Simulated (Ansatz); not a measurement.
**CH4Cl2OSTi: taking an electron away**

One table from this session's results is given with a row withheld; the runs are named, their logs left out.

Method: unrestricted cation, the program's frozen cores in correlated methods; program: Ansatz 0.2.0, Gaussian basis.

Levels to be run: UKS PBE-D4/def2-TZVPP; UKS r2SCAN-D4/def2-TZVPP; UKS PBE0-D4/def2-TZVPP; UKS B3LYP-D4/def2-TZVPP; UKS wB97X-V/def2-TZVPP; UKS wB97M-V/def2-TZVPP; UKS B2PLYP/def2-TZVPP; UHF-CCSD(T)/def2-TZVPP; UHF-MP2/def2-QZVPP; extrapolation to the limit; then −ε(HOMO) from the neutral's earlier runs with LDA (SPW92), PBE-D4, revPBE-D4, BLYP-D4, r2SCAN-D4, B97M-V, PBE0-D4, B3LYP-D4, r2SCANh-D4, r2SCAN0-D4, HSE06-D4, BHLYP-D4, CAM-B3LYP-D4, LC-ωPBE, ωB97X-V, ωB97M-V.

### The geometry

The geometry comes from an earlier relaxation with PBE0-D4 in a triple-zeta def2 set; it is a stationary point, not always the lowest conformer.

10 atoms, charge 0, spin multiplicity 1.

Atoms are counted from 1 here; the program's logs count them from 0.

Bond lengths: C1–S2 1.820 Å, C1–H7 1.089 Å, C1–H8 1.090 Å, C1–H9 1.089 Å, S2–Ti3 2.252 Å, Ti3–O4 1.762 Å, Ti3–Cl5 2.198 Å, Ti3–Cl6 2.186 Å, O4–H10 0.958 Å. Angles: S2–C1–H7 110.7°, S2–C1–H8 106.9°, S2–C1–H9 110.4°, H7–C1–H8 109.5°, H7–C1–H9 110.1°, H8–C1–H9 109.2°, C1–S2–Ti3 100.1°, S2–Ti3–O4 107.0°, S2–Ti3–Cl5 109.3°, S2–Ti3–Cl6 107.2°, O4–Ti3–Cl5 108.4°, O4–Ti3–Cl6 113.6°, Cl5–Ti3–Cl6 111.2°, Ti3–O4–H10 142.5°.

Set-up of the first run:

The input, in.yaml:

```yaml
crystal:
  periodic: [false, false, false]
  atoms:
    - {symbol: C, position_ang: [-0.391124, -0.704864, -1.623204]}
    - {symbol: S, position_ang: [-1.094287, 0.796671, -0.873003]}
    - {symbol: Ti, position_ang: [0.138480, 0.910797, 1.007616]}
    - {symbol: O, position_ang: [0.313849, -0.735894, 1.609607]}
    - {symbol: Cl, position_ang: [2.136266, 1.688022, 0.520063]}
    - {symbol: Cl, position_ang: [-0.911558, 2.240588, 2.388830]}
    - {symbol: H, position_ang: [-0.411042, -1.533275, -0.916577]}
    - {symbol: H, position_ang: [-1.010093, -0.947663, -2.486652]}
    - {symbol: H, position_ang: [0.629585, -0.520022, -1.955454]}
    - {symbol: H, position_ang: [0.682924, -1.245659, 2.331673]}
basis:
  gaussian: {orbitals: def2-TZVPP}
total_charge: 1
magnetization: {spin_polarized: true, initial_magnetization: 1}
hamiltonian: {xc: pbe, dispersion: d4}
```

Steps of the session up to this table: Cation, UKS PBE-D4/def2-TZVPP; Cation, UKS r2SCAN-D4/def2-TZVPP; Cation, UKS PBE0-D4/def2-TZVPP; Cation, UKS B3LYP-D4/def2-TZVPP; Cation, UKS wB97X-V/def2-TZVPP; Cation, UKS wB97M-V/def2-TZVPP; Cation, UKS B2PLYP (frozen core)/def2-TZVPP; Cation, UHF-CCSD(T)/def2-TZVPP; Cation, UHF-MP2/def2-QZVPP.

One table of the session follows, with a row left open; its other results are not shown here.

For comparison, −ε(HOMO) of the neutral from earlier runs:

| functional | −ε(HOMO) (eV) |
| --- | --- |
| LDA (SPW92) | 6.40 |
| PBE-D4 | 6.27 |
| revPBE-D4 | 6.22 |
| BLYP-D4 | 6.11 |
| r2SCAN-D4 | 6.54 |
| B97M-V | 6.62 |
| PBE0-D4 | 7.45 |
| B3LYP-D4 | 7.21 |
| r2SCANh-D4 | 6.97 |
| r2SCAN0-D4 | 7.62 |
| HSE06-D4 | 7.05 |
| BHLYP-D4 | 8.48 |
| CAM-B3LYP-D4 | 8.72 |
| LC-ωPBE | ? |
| ωB97X-V | 9.72 |
| ωB97M-V | 9.56 |

**Question.** Estimate the row for LC-ωPBE.

**Answer.** −ε(HOMO) (eV): 10.07. In the column «−ε(HOMO) (eV)» it is the highest.
